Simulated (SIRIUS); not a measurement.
The system is Ga3Se.

```
Se Ga
1.0
     4.43246    0.00000    0.00000
     0.00000    4.43246    0.00000
     0.00000    0.00000    4.43246
Se Ga
1 3
Direct
  0.00000 0.00000 0.00000
  0.50000 0.50000 0.00000
  0.50000 0.00000 0.50000
  0.00000 0.50000 0.50000
```

The cell comes from a database or a generator and needn't be the stable form of this composition.

| Property | Result |
| --- | --- |
| Program | SIRIUS 7.12.0 |
| Task | single point |
| Functional | PBEsol |
| Potentials or basis | all-electron FP-LAPW |
| Cutoff | 167 eV |
| Basis | apw+lo standard |
| k mesh | 6 × 6 × 6 |
| Occupations | fermi-dirac, width 0.05 eV |
| Spin | no spin polarisation |

On this cell: largest force zero by symmetry; band gap on the k mesh none (metal or under the smearing width).

The same run follows on a disturbed copy (atoms moved at random):

```
Se Ga
1.0
     4.43246    0.00000    0.00000
     0.00000    4.43246    0.00000
     0.00000    0.00000    4.43246
Se Ga
1 3
Direct
  0.00095 0.00236 0.00273
  0.51229 0.49150 0.99960
  0.50638 0.00118 0.49701
  0.00502 0.49849 0.49096
```

Task: What changes?

Result: The energy (extrapolated to zero smearing) moves by +0.7 meV/atom; largest force 0.072 eV/Å; band gap on the k mesh none (metal or under the smearing width).

Forces in eV/Å, atoms in the order of the input:
```
Se   0.014 -0.018 -0.017
Ga  -0.034  0.040 -0.049
Ga  -0.024 -0.049  0.029
Ga   0.041  0.028  0.039
```
